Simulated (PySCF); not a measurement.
# LaCl3: geometry, NMR shifts and electronic excitations

Wanted: the NMR shifts and electronic excitations of LaCl3 (`[Cl][La]([Cl])[Cl]`), by calculation.

The runs use PySCF 2.14.0, with density-fitted response routines of our own; the level of theory stands in each step. All values are computed, except where a source is named. Atoms are numbered from 0 throughout.

## 1. Starting geometry

4 atoms, charge 0, multiplicity 1; geometry from: GFN2-xTB.

Bonds of the start (Å): La0–Cl1 2.49, La0–Cl2 2.50, La0–Cl3 2.49.

## 2. Relaxing the molecule at PBE0-D3(BJ)/def2-SVP

What the job is given:

```
{"job": {"xc": "PBE0", "basis": "def2-SVP", "d3": "d3bj", "grid": 1, "maxiter": 40, "kind": "geom"}, "charge": 0, "multiplicity": 1}
La    -0.015940    -0.005490     1.068170
Cl     2.052340    -0.020020    -0.325600
Cl    -1.001550     1.785980    -0.363380
Cl    -1.034840    -1.760470    -0.379190
```

**Question.** This job is followed by: GIAO PBE0/pcSseg-1 La:def2-TZVP NMR shielding, non-relativistic, gas phase; TDDFT B3LYP/def2-SVPD, vertical, gas phase, core orbitals frozen in the response; GIAO KT2/pcSseg-1 La:def2-TZVP NMR shielding, non-relativistic, gas phase. What will the session give for the following? point group; rotational constants (main isotopes); ³⁵Cl shifts against HCl (PBE0/def2-TZVP+pcSseg-1, means over atoms taken as alike); lowest singlet (B3LYP/def2-SVPD); brightest single state of those computed; lowest triplet; range of the shift of Cl1.

The runs gave:

| quantity | value |
| --- | --- |
| point group | Cs |
| rotational constants (main isotopes) | 1.49, 1.37, 0.74 GHz |
| ³⁵Cl shifts against HCl (PBE0/def2-TZVP+pcSseg-1, means over atoms taken as alike) | 508 ppm |
| lowest singlet (B3LYP/def2-SVPD) | 4.60 eV (270 nm), f = 0.004 |
| brightest single state of those computed | state 4, 4.78 eV, f = 0.022 |
| lowest triplet | 4.56 eV |
| range of the shift of Cl1 | 508 to 560 ppm |

What this shows: Over 40 steps the energy fell by 0.699 eV; of the close pairs, La0–Cl1 changed most, 2.494 to 2.605 Å. No frequency check was run at this level, so the end point may be a saddle. The first singlet state (HOMO→LUMO 0.97) lies at 4.60 eV and is weak; of the 10 states computed, the strongest absorption comes from state 4 at 4.78 eV. The lowest triplet lies 0.03 eV below the lowest singlet (triplets in Tamm-Dancoff, singlets in full TDDFT). Spin-orbit coupling, left out, mixes singlets and triplets in elements this heavy. The shift of Cl1 (with its like atoms) runs from 508 (PBE0/def2-TZVP+pcSseg-1) to 560 ppm (KT2/def2-TZVP+pcSseg-1). Spin-orbit coupling is left out, which matters for shieldings and couplings at and beside the heavy atoms.
